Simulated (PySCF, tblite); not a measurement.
# C₄H₁₀BBrSi: geometry, infrared bands and NMR shifts

What infrared bands and NMR shifts should C₄H₁₀BBrSi (`CB([SiH3])/C(C)=C\Br`) show?

The runs use tblite 0.8.0 and PySCF 2.14.0, with density-fitted response routines of our own; the level of theory stands in each step. All values are computed, except where a source is named. Atoms count from 0, in the outputs and in this text.

## Step 1: The starting structure

17 atoms, charge 0, multiplicity 1; geometry from: force field or distance geometry start.

Bonds of the start (Å): C0–B1 1.59, B1–Si2 1.94, B1–C3 1.57, C3–C4 1.51, C3–C5 1.33, C5–Br6 1.91, C0–H7 1.10, C0–H8 1.10, C0–H9 1.09, Si2–H10 1.47, Si2–H11 1.47, Si2–H12 1.48, C4–H13 1.09, C4–H14 1.13, C4–H15 1.12, C5–H16 1.08.

## Step 2: Geometry optimisation with GFN2-xTB

What the job is given:

```
{"job": {"kind": "relax", "xc": "GFN2-xTB", "basis": "xTB"}, "charge": 0, "multiplicity": 1}
C      1.000600     1.295700    -1.101800
B      0.577400     0.066900    -0.186800
Si     1.823100    -0.956400     0.899400
C     -0.961800    -0.042000     0.081600
C     -1.749300    -1.075400    -0.681200
C     -1.555400     0.737200     0.974800
Br    -0.548500     2.031900     1.953000
H      0.235400     1.461600    -1.874900
H      1.127000     2.190300    -0.475800
H      1.951000     1.050900    -1.568800
H      1.326900    -2.321400     1.093700
H      3.110900    -1.035700     0.186500
H      1.964600    -0.215700     2.167400
H     -1.418200    -2.047500    -0.322000
H     -1.433200    -0.933400    -1.759800
H     -2.845200    -0.878700    -0.578400
H     -2.612100     0.683700     1.183200
```

On the command line:

```
$ OMP_NUM_THREADS=1 python probes_run.py task.json out
```

One launch serves the whole session: the jobs run in the order shown.

**Question.** This job is followed by: GFN2-xTB harmonic vibrations, gas phase; GIAO PBE0/pcSseg-1 NMR shielding, non-relativistic, gas phase. Predict these results of the whole session: strongest single infrared mode (GFN2-xTB); zero-point energy (GFN2-xTB); ¹³C shifts against TMS (PBE0/pcSseg-1); ¹H shifts against TMS (PBE0/pcSseg-1, means over atoms taken as alike); ¹¹B shifts against BF3·OEt2 (PBE0/pcSseg-1); ²⁹Si shifts against TMS (PBE0/pcSseg-1); ⁷⁹Br shifts against HBr (PBE0/pcSseg-1).

**Answer**, as computed:

| quantity | value |
| --- | --- |
| strongest single infrared mode (GFN2-xTB) | 2212 cm⁻¹, 393 km/mol |
| zero-point energy (GFN2-xTB) | 76.8 kcal/mol |
| ¹³C shifts against TMS (PBE0/pcSseg-1) | 166.8, 114.3, 22.3, 20.8 ppm |
| ¹H shifts against TMS (PBE0/pcSseg-1, means over atoms taken as alike) | 5.85, 3.63, 1.90, 1.82 ppm |
| ¹¹B shifts against BF3·OEt2 (PBE0/pcSseg-1) | 107.0 ppm |
| ²⁹Si shifts against TMS (PBE0/pcSseg-1) | -117.8 ppm |
| ⁷⁹Br shifts against HBr (PBE0/pcSseg-1) | 504 ppm |

What this shows: Relaxing lowered the energy by 0.280 eV in 81 steps; the close pair that moved most is C4–H14, from 1.133 to 1.089 Å. The lowest mode is imaginary (29i cm⁻¹), so the xTB geometry is not a minimum. The strongest single mode, at 2212 cm⁻¹, moves mainly H11. Unscaled tight-binding wavenumbers are off by several per cent, some by more. Its intensities can rank the bands wrongly. C5 stands next to heavy halogen, whose spin-orbit shielding this run leaves out, so the computed shift lies too far downfield, most of all for carbon beside Br or I. The most deshielded hydrogen is H16 (hydrogen on an alkene CH), at 5.85 ppm: a vinylic proton, deshielded by the sp2 carbon and the C=C anisotropy. At PBE0/pcSseg-1: The widest tensor belongs to Br6: span 1129 ppm, with a paramagnetic part of -1008 ppm. Spin-orbit coupling is left out, which matters for shieldings and couplings at and beside the heavy atoms.
